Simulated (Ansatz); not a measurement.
# CH9NSSi: the cost of one run

Program: Ansatz 0.2.0. Level of theory: UHF/def2-SVP. These are calculated values, not measurements.

**1. The structure to begin with**

Bond lengths: Si1–S2 2.523 Å, Si1–H3 1.468 Å, Si1–H4 1.471 Å, Si1–N5 1.722 Å, Si1–C7 2.182 Å, S2–H8 1.325 Å, N5–H9 1.007 Å, N5–H10 1.007 Å, C7–H11 1.089 Å, C7–H12 1.094 Å, C7–H13 1.087 Å. Angles (14 of 20 angles, heavy atoms first): S2–Si1–N5 121.5°, S2–Si1–C7 83.6°, N5–Si1–C7 154.9°, Si1–S2–H8 96.0°, S2–Si1–H3 89.8°, S2–Si1–H4 92.6°, H3–Si1–N5 93.5°, H3–Si1–C7 86.7°, H4–Si1–N5 93.1°, H4–Si1–C7 84.4°, Si1–N5–H9 123.6°, Si1–N5–H10 123.9°, Si1–C7–H11 117.0°, Si1–C7–H12 131.0°.

As a file:

```xyz
13

Si   -0.1987   -0.5156    0.1153
S     1.8961    0.3546    1.2209
H     0.6243   -1.2615   -0.8451
H    -1.0633    0.3855    0.8925
N    -0.9989   -1.9283    0.6884
H     1.0391    1.0135   -0.2126
C     0.0669    1.2118   -1.1906
H     1.2853    1.2384    1.9971
H    -0.7075   -2.8647    0.4617
H    -1.6845   -1.9253    1.4264
H    -0.3545    2.1573   -0.8525
H     0.8188    1.4232   -1.9566
H    -0.7231    0.7111   -1.7448
```

**2. Pulling towards end A**

Springs on the bonds that form and break draw the guess towards this end; the thresholds are loose.

input.yaml reads:

```yaml
crystal:
  periodic: [false, false, false]
  atoms:
    - { symbol: Si, position_ang: [-0.1987, -0.5156, 0.1153] }
    - { symbol: S, position_ang: [1.8961, 0.3546, 1.2209] }
    - { symbol: H, position_ang: [0.6243, -1.2615, -0.8451] }
    - { symbol: H, position_ang: [-1.0633, 0.3855, 0.8925] }
    - { symbol: "N", position_ang: [-0.9989, -1.9283, 0.6884] }
    - { symbol: H, position_ang: [1.0391, 1.0135, -0.2126] }
    - { symbol: C, position_ang: [0.0669, 1.2118, -1.1906] }
    - { symbol: H, position_ang: [1.2853, 1.2384, 1.9971] }
    - { symbol: H, position_ang: [-0.7075, -2.8647, 0.4617] }
    - { symbol: H, position_ang: [-1.6845, -1.9253, 1.4264] }
    - { symbol: H, position_ang: [-0.3545, 2.1573, -0.8525] }
    - { symbol: H, position_ang: [0.8188, 1.4232, -1.9566] }
    - { symbol: H, position_ang: [-0.7231, 0.7111, -1.7448] }
magnetization:
  spin_polarized: true
basis:
  gaussian: { orbitals: def2-SVP }
hamiltonian:
  xc: hf
relax:
  f_tol: 0.15
  max_steps: 25
  restrain:
    - { distance: [0, 6], at: 3.17, k: 30.0 }
    - { distance: [5, 1], at: 2.66, k: 30.0 }
    - { distance: [0, 1], at: 2.16, k: 30.0 }
    - { distance: [5, 6], at: 1.07, k: 30.0 }
```

Started as:

```sh
> ansatz run input.yaml --threads 2 --pin off --max-ram 3072MiB --backend cpu --events-out ev --progress --plain --runs-dir out
```

What time and memory should one allow on 2 threads of Intel Xeon at 2.70GHz, shared host?

About 39 s, with a peak of 0.3 GiB.
